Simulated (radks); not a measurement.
**Fractional charge and spin in the 4d shell of rhodium**

One table from this session's results is given with a row withheld; the runs are named, their logs left out.

The numbers are computed with radks (a radial shooting solver on a logarithmic mesh, Libxc functionals) version 1 (scalar-relativistic Kohn-Sham, r2SCAN, spin-polarised, spherical densities, finite nucleus), except any that are marked as measured or tabulated.

**The atom as given**

- element: rhodium (Z = 45)
- configuration: [Kr] 4d(up 4, down 2)
- nuclear rms radius: 4.4945 fm

A shell typed twice in an input gives spin up, then spin down.

Set-up of the first run:

The run's settings:

```text
Z 45
configuration [Kr] 4d4 4d2
relativity scalar-relativistic
functional r2scan,r2scan
spin polarised
nucleus finite rms 4.4945 fm
c 137.035999084
```

Among the steps run: 4d: up 4, down 2.

One of the session's tables, all rows but one given; the rest of the session is left out.

It belongs to the step «4d: up 4, down 2». Radial moments (bohr):

```
  level     <r>  outermost maximum (interpolated)  90 % within  nodes
  3d up  0.3703                             0.292        0.587      0
3d down  0.3703                             0.292        0.587      0
  4s up       ?                                 ?            ?      ?
4s down  0.9749                             0.880         1.41      3
  4p up   1.067                             0.942         1.57      2
4p down   1.065                             0.940         1.57      2
  4d up   1.357                              1.11         2.09      1
4d down   1.368                              1.11         2.12      1
```

Estimate the missing values for 4s up.

As computed: <r>: 0.9771; outermost maximum (interpolated): 0.882; 90 % within: 1.42; nodes: 3. In the column «<r>» it lies between 4s down (0.9749) and 4p down (1.065).
